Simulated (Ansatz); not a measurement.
# Co3O4: the cost of one run

Method: DFT PBEsol, scalar-relativistic, plane waves, PAW, in Ansatz 0.2.0.

## (1) The system as given

The structure is monoclinic, space group C2/m (No. 12). The conventional cell has a = 10.210 Å, b = 5.828 Å, c = 5.940 Å, α = 90.00°, β = 125.00°, γ = 90.00°. Around Co (site symmetry 2/m) lie 6 O at 1.97 to 2.03 Å. Co (site symmetry -1) is surrounded by 6 O at 2.02 to 2.05 Å. Co (site symmetry m) has 4 O at 1.93 to 1.96 Å in its first shell of neighbours. Around Co (site symmetry 2/m) lie 6 O at 1.95 to 1.96 Å. Around O (site symmetry m) lie 4 Co at 1.93 to 2.02 Å. O (site symmetry 1) has 4 Co at 1.95 to 2.05 Å in its first shell of neighbours. O (site symmetry m) is surrounded by 4 Co at 1.96 to 2.03 Å.

Cell or atoms stand a little off a more symmetric structure (Fd-3m at a tolerance of 0.3 Å), so results at this geometry aren't those of that ideal crystal.

Structure file:

```xyz
14
Lattice="5.1048 -2.9139 0.0000 5.1048 2.9139 0.0000 -3.4065 0.0000 4.8656" Properties=species:S:1:pos:R:3 pbc="T T T"
Co   -1.7033    0.0000    2.4328
Co    0.8491   -1.4570    2.4328
Co    0.8491    1.4570    2.4328
Co    3.3892    0.0000    0.5668
Co    3.4138    0.0000    4.2987
Co    0.0000    0.0000    0.0000
O    -0.0500    0.0000    3.5020
O     2.4831   -1.5923    3.6665
O     4.3199   -1.5923    1.1991
O     4.3199    1.5923    1.1991
O     1.5387    0.0000    1.2063
O     2.4831    1.5923    3.6665
O     6.8530    0.0000    1.3635
O     5.2643    0.0000    3.6593
```

## (2) The database's cell and atoms

The input, input.yaml:

```yaml
crystal:
  lattice:
    - [5.1047556076, -2.9139366264, 0.0]
    - [5.1047556076, 2.9139366264, 0.0]
    - [-3.406511797, 0.0, 4.8655693483]
  atoms:
    - { symbol: Co, position: [0.0, 0.0, 0.5], spin: 0.13 }
    - { symbol: Co, position: [0.5, 0.0, 0.5], spin: 0.13 }
    - { symbol: Co, position: [0.0, 0.5, 0.5], spin: 0.13 }
    - { symbol: Co, position: [0.3708315, 0.3708315, 0.1164995], spin: 2.31 }
    - { symbol: Co, position: [0.6291685, 0.6291685, 0.8835005], spin: 2.31 }
    - { symbol: Co, position: [0.0, 0.0, 0.0], spin: 0.13 }
    - { symbol: O, position: [0.2352605, 0.2352605, 0.7197575] }
    - { symbol: O, position: [0.7678745, 0.2214165, 0.7535605] }
    - { symbol: O, position: [0.7785835, 0.2321255, 0.2464395] }
    - { symbol: O, position: [0.2321255, 0.7785835, 0.2464395] }
    - { symbol: O, position: [0.233439, 0.233439, 0.2479275] }
    - { symbol: O, position: [0.2214165, 0.7678745, 0.7535605] }
    - { symbol: O, position: [0.7647395, 0.7647395, 0.2802425] }
    - { symbol: O, position: [0.766561, 0.766561, 0.7520725] }
basis:
  ecutwfc: 420
kpoints:
  mp_grid: { grid: [8, 8, 8] }
hamiltonian:
  xc: pbesol
scf:
  occupations: { method: gaussian, width: 0.01 }
output:
  forces: true
  stress: true
  eigenvalues: true
  populations: true
magnetization:
  spin_polarized: true
```

Run with:

```console
$ ansatz run input.yaml --threads 4 --pin off --max-ram 10240MiB --backend cpu --events-out ev --progress --plain --runs-dir out
```

Q: Estimate wall time and peak memory on 4 threads of Oxide Virtual Turin-like (Zen 5), shared host.

About 2.9 min, with a peak of 2.8 GiB.
